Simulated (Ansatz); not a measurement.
# Pb (Fm-3m): compression over a wide range

The task here is to estimate one member of a computed series from the others.

Method: DFT PBEsol, scalar-relativistic, plane waves, PAW, in Ansatz 0.2.0.

## Starting point

The structure is cubic, space group Fm-3m (No. 225). Conventional cell: a = 4.930 Å, b = 4.930 Å, c = 4.930 Å, α = 90.00°, β = 90.00°, γ = 90.00°. Around Pb (site symmetry m-3m) lie 12 Pb at 3.49 Å.

Coordinates:

```cif
data_structure
_symmetry_space_group_name_H-M 'P 1'
_symmetry_Int_Tables_number 1
_cell_length_a 3.4862
_cell_length_b 3.4862
_cell_length_c 3.4862
_cell_angle_alpha 60.000
_cell_angle_beta 60.000
_cell_angle_gamma 60.000
_cell_volume 29.96
loop_
_atom_site_label
_atom_site_type_symbol
_atom_site_fract_x
_atom_site_fract_y
_atom_site_fract_z
_atom_site_occupancy
Pb1 Pb 0.00000 0.00000 0.00000 1
```

This cell comes from an earlier session at PBEsol: 29.959 Å³/atom at 0.00 GPa, on a 16×16×16 mesh.

Set-up of the first run:

Input file input.yaml:

```yaml
crystal:
  lattice:
    - [0.0, 2.431770129, 2.431770129]
    - [2.431770129, 0.0, 2.431770129]
    - [2.431770129, 2.431770129, 0.0]
  atoms:
    - { symbol: Pb, position: [0.0, 0.0, 0.0] }
basis:
  ecutwfc: 420
  ecutrho_ratio: 4
kpoints:
  mp_grid: { grid: [16, 16, 16] }
hamiltonian:
  xc: pbesol
scf:
  occupations: { method: gaussian, width: 0.05 }
output:
  forces: true
  stress: true
  eigenvalues: true
```

The run is started by

```sh
> ansatz run input.yaml --threads 1 --pin off --max-ram 2560MiB --backend cpu --events-out ev --progress --plain --runs-dir out
```

Among the steps run: Volume × 0.96; Volume × 1.04; Volume × 0.92; Volume × 0.88; Volume × 0.84; Volume × 0.8.

One table of the session follows, with a row left open; its other results are not shown here.

It belongs to the step «The curve». 

| volume (Å³/atom) | energy above the lowest (meV/atom) | pressure (GPa) |
| --- | --- | --- |
| 23.967 | 283.5 | 18.7 |
| 25.166 | ? | ? |
| 26.364 | 85.5 | 8.6 |
| 27.562 | 34.8 | 5.1 |
| 28.761 | 8.0 | 2.2 |
| 29.959 | 0.0 | 0.0 |
| 31.157 | 7.0 | -1.8 |

**Question.** Estimate the row for volume (Å³/atom) = 25.166.

Worked estimate for «energy above the lowest (meV/atom)». A straight line through the neighbours (23.967, 283.5) and (26.364, 85.5) gives 283.5 + (85.5 − 283.5) × (25.166 − 23.967) / (26.364 − 23.967) = 184.5; a parabola fitted to 3 rows on both sides gives 168.4.

The run gave: energy above the lowest (meV/atom): 165.6; pressure (GPa): 13.0. In «energy above the lowest (meV/atom)» the line misses by +18.9 and the parabola by +2.8.

Caveats from the session: Other structures may be lower in enthalpy at these pressures.
